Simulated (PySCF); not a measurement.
**doublet [SiF4]−: levels of theory compared**

We compute a comparison of 4 runs (UHF/STO-3G, UHF/3-21G, UB3LYP/6-31G*, USCS-MP2/6-311+G**) of doublet [SiF4]−. Input form: a Python script.

Program for the calculation: PySCF 2.14.0.

1 further run of the same task is left out (set aside as unsound or not needed).

### 1 The system as given

The species is [SiF4]− (5 atoms), meant as a doublet with charge -1. SMILES of the parent species: `F[Si](F)(F)F`. Geometry: relaxed at PBE0-D4/def2-TZVP. That shape belongs to the parent species and isn't relaxed for this state.

Bond lengths: F1–Si2 1.562 Å, Si2–F3 1.562 Å, Si2–F4 1.562 Å, Si2–F5 1.562 Å. Angles: F1–Si2–F3 109.5°, F1–Si2–F4 109.5°, F1–Si2–F5 109.5°, F3–Si2–F4 109.5°, F3–Si2–F5 109.5°, F4–Si2–F5 109.5°.

### 2 The energy at UHF/STO-3G (run 1)

Input file geometry.xyz:

```xyz
5
F4Si
F      0.143200    -0.791930     1.338460
Si     0.000000     0.000000     0.000000
F     -1.047100     1.144420     0.181750
F     -0.477230    -0.967810    -1.129040
F      1.381130     0.615320    -0.391170
```

Input file job.py:

```python
from pyscf import gto

molecule = gto.Mole()
molecule.atom = 'geometry.xyz'
molecule.spin = 1
molecule.charge = -1
molecule.max_memory = 1860
molecule.basis = 'sto-3g'
molecule.verbose = 4
molecule.build()

hf = molecule.UHF()
hf.conv_tol = 1e-10
hf.kernel()
if not hf.converged:
    hf = hf.newton().run(hf.mo_coeff, hf.mo_occ)

e_final = hf.e_tot
print('E(%s) = %.9f' % ('HF', e_final))
```

Command:

```bash
$ OMP_NUM_THREADS=1 python job.py
```

Standard output:

```text
PySCF version 2.14.0

[... 73 lines left out ...]
converged SCF energy = -677.409353136498  <S^2> = 0.76562766  2S+1 = 2.0155671
E(HF) = -677.409353136
```

It took 0.74 s on 1 thread of Arm Neoverse V2, shared host; peak memory 0.12 GiB.

### 3 A single-point energy at UHF/3-21G (run 2)

Input file calc.py:

```python
from pyscf import gto, scf

mol = gto.M(
    atom='''
F      0.270609    -1.496531     2.529323
Si     0.000000     0.000000     0.000000
F     -1.978732     2.162640     0.343458
F     -0.901834    -1.828896    -2.133576
F      2.609957     1.162786    -0.739204
''',
    max_memory=1860,
    unit='bohr',
    basis='3-21g',
    charge=-1,
    spin=1,
    verbose=3,
)

mf = scf.UHF(mol)
mf.conv_tol = 1e-10
mf.kernel()
if not mf.converged:
    mf = mf.newton().run(mf.mo_coeff, mf.mo_occ)

energy = mf.e_tot
print('E = %.10f Eh' % energy)
```

Command:

```bash
$ OMP_NUM_THREADS=1 python calc.py
```

Standard output:

```text
converged SCF energy = -683.106767530598  <S^2> = 0.75399201  2S+1 = 2.003988
E = -683.1067675306 Eh
```

It took 0.68 s on 1 thread of Arm Neoverse V2, shared host; peak memory 0.11 GiB.

Run 3 isn't shown in full; the table further down has it.

### 4 A single-point energy at USCS-MP2/6-311+G(d,p) (run 4)

Input file job.py:

```python
from pyscf import gto, scf, mp

mol = gto.M(
    atom='''
F      0.143200    -0.791930     1.338460
Si     0.000000     0.000000     0.000000
F     -1.047100     1.144420     0.181750
F     -0.477230    -0.967810    -1.129040
F      1.381130     0.615320    -0.391170
''',
    charge=-1,
    max_memory=1860,
    spin=1,
    verbose=4,
    basis='6-311+g**',
)

mf = scf.UHF(mol)
mf.conv_tol = 1e-10
mf.kernel()
if not mf.converged:
    mf = mf.newton().run(mf.mo_coeff, mf.mo_occ)

pt = mp.MP2(mf, frozen=9).run()
etot = mf.e_tot + 1.2 * pt.e_corr_os + pt.e_corr_ss / 3
print('Final energy', etot)
```

Command:

```bash
$ OMP_NUM_THREADS=1 python job.py
```

Standard output:

```text
PySCF version 2.14.0

[... 85 lines left out ...]
converged SCF energy = -687.021487978716  <S^2> = 0.75056158  2S+1 = 2.0005615
[... 1 line left out ...]
******** <class 'pyscf.mp.ump2.UMP2'> ********
nocc = (np.int64(17), np.int64(16)), nmo = (109, 109)
frozen orbitals 9
E(UMP2) = -687.947035250976  E_corr = -0.925547272259201
E(SCS-UMP2) = -687.907762804807  E_corr = -0.886274826091121
E_corr(same-spin) = -0.258902193022984
E_corr(oppo-spin) = -0.666645079236217
Final energy -687.9077628048075
```

Run time: 7.5 s. Hardware: 1 thread of Arm Neoverse V2, shared host; peak memory 0.43 GiB.

### 5 All runs side by side

| run | level | integration grid | frozen core orbitals | energy (Eh) | HOMO energy (eV) | LUMO energy (eV) | ⟨S²⟩ | wall time |
| --- | --- | --- | --- | --- | --- | --- | --- | --- |
| 1 | UHF/STO-3G | – | – | -677.409353 | 11.60 | 23.17 | 0.766 | 0.74 s |
| 2 | UHF/3-21G | – | – | -683.106768 | 4.16 | 12.27 | 0.754 | 0.68 s |
| 3 | UB3LYP/6-31G* (spherical functions) | 5 | – | -688.994396 | 5.20 | 6.92 | 0.751 | 21 s |
| 4 | USCS-MP2/6-311+G** | – | 9 | -687.907763 | 1.45 | 4.81 | 0.751 | 7.5 s |

### 6 Results

| quantity | value |
| --- | --- |
| run 4: total energy | -687.90776 Eh |
| run 4: HOMO energy (Hartree–Fock orbitals) (highest over α and β) | 1.45 eV |
| run 4: LUMO energy (Hartree–Fock orbitals) (lowest over α and β) | 4.81 eV |
| run 4: correlation energy (9 core orbitals frozen) | -886.3 mEh |
| run 4: ⟨S²⟩ of the reference determinant | 0.751 |

In runs 1, 2, 3, 4 the HOMO lies above zero, so the outermost electron may be held by the basis alone. In run 1 the basis is minimal, so the values are rough. All runs together took 30 s, the longest 21 s.
